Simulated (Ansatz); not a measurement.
# H3K3: the cost of one run

The runs use Ansatz 0.2.0, Gaussian basis; the settings change from run to run.

1 further run of the same task is left out (set aside as unsound or not needed).

**1. The geometry**

The geometry comes from an earlier relaxation with B3LYP-D4 in a triple-zeta def2 set; it is a stationary point.

6 atoms, charge 1, spin multiplicity 2.

Atoms are counted from 1 here; the program's logs count them from 0.

Bond lengths: K1–K2 4.573 Å, K1–H4 2.346 Å, K2–H4 2.349 Å. Angles: K2–K1–H4 13.1°, K1–K2–H4 13.1°, K1–H4–K2 153.8°.

As a file:

```xyz
6
charge 1, multiplicity 2
K     2.82962   -2.82021    0.46389
K    -0.12852    0.62135   -0.10059
K    -1.85890   -3.15741    3.01837
H     1.70125   -0.85186   -0.13181
H    -1.56166    3.11718   -1.39113
H    -0.98179    3.09095   -1.85874
```

**2. wB97/def2-TZVP**

This run has restricted open-shell orbitals, atoms shaken by 0.08 Å.

Input file in.yaml:

```yaml
crystal:
  periodic: [false, false, false]
  atoms:
    - {symbol: K, position_ang: [2.894487, -2.707915, 0.429365]}
    - {symbol: K, position_ang: [-0.082287, 0.501275, -0.019198]}
    - {symbol: K, position_ang: [-1.835740, -3.105569, 2.969059]}
    - {symbol: H, position_ang: [1.796175, -0.893159, -0.104942]}
    - {symbol: H, position_ang: [-1.615643, 3.193689, -1.373818]}
    - {symbol: H, position_ang: [-0.986015, 3.145094, -1.916609]}
basis:
  gaussian: {orbitals: def2-TZVP}
total_charge: 1
magnetization: {spin_polarized: false, initial_magnetization: 1}
hamiltonian: {xc: {name: wB97}}
output: {forces: true}
```

Launch:

```sh
ansatz run in.yaml --threads 4 --pin off --events-out ev --progress --plain --max-ram 3916MiB
```

What time and memory should one allow on 4 threads of Arm Neoverse V1, shared host?

About 29 s, with a peak of 0.65 GiB.
